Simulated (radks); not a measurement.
# Ba⁴⁷⁺ in [He] 2s2 2p4 3p1: an all-electron calculation

The task here is to estimate one member of a computed series from the others.

Method: Dirac Kohn-Sham, RPBE, spin-unpolarised, spherical densities, finite nucleus; open shells are shared between the two j in proportion to 2j + 1. Code: radks (a radial shooting solver on a logarithmic mesh, Libxc functionals) version 1.

### The atom as given

* element: barium (Z = 56)
* charge: +47
* electrons: 9
* configuration: [He] 2s2 2p4 3p1
* nuclear rms radius: 4.8378 fm

Outer shells as boxes (Hund's rule):

Ba⁴⁷⁺
```
[He] core
2s [↑↓]
2p [↑↓][↑ ][↑ ]
3p [↑ ][  ][  ]
```

Set-up of the first run:

Input:

```text
Z 56
configuration [He] 2s2 2p4 3p1 3s0 3d0
relativity Dirac
functional rpbe,pbe
spin unpolarised
j_filling average
nucleus finite rms 4.8378 fm
c 137.035999084
```

Launch:

```
> python run_ks.py task.json out
```

This one command runs every case of the session in turn.

One of the session's tables, all rows but one given; the rest of the session is left out.

It belongs to the step «Shells». Sizes of the orbitals, from the radial functions (bohr):

| level | <r> | outermost maximum (interpolated) | 90 % within | nodes |
| --- | --- | --- | --- | --- |
| 1s1/2 | 0.02553 | 0.0164 | 0.0460 | 0 |
| 2s1/2 | 0.1060 | 0.0914 | 0.164 | 1 |
| 2p1/2 | 0.08870 | 0.0695 | 0.145 | 0 |
| 2p3/2 | 0.09424 | 0.0743 | 0.152 | 0 |
| 3s1/2 | 0.2516 | 0.241 | 0.365 | 2 |
| 3p1/2 | ? | ? | ? | ? |
| 3p3/2 | 0.2447 | 0.233 | 0.362 | 1 |
| 3d3/2 | 0.2091 | 0.178 | 0.317 | 0 |
| 3d5/2 | 0.2117 | 0.180 | 0.321 | 0 |

Estimate the missing values for 3p1/2.

The run gave: <r>: 0.2366; outermost maximum (interpolated): 0.224; 90 % within: 0.351; nodes: 1. In the column «<r>» it lies between 3d5/2 (0.2117) and 3p3/2 (0.2447).
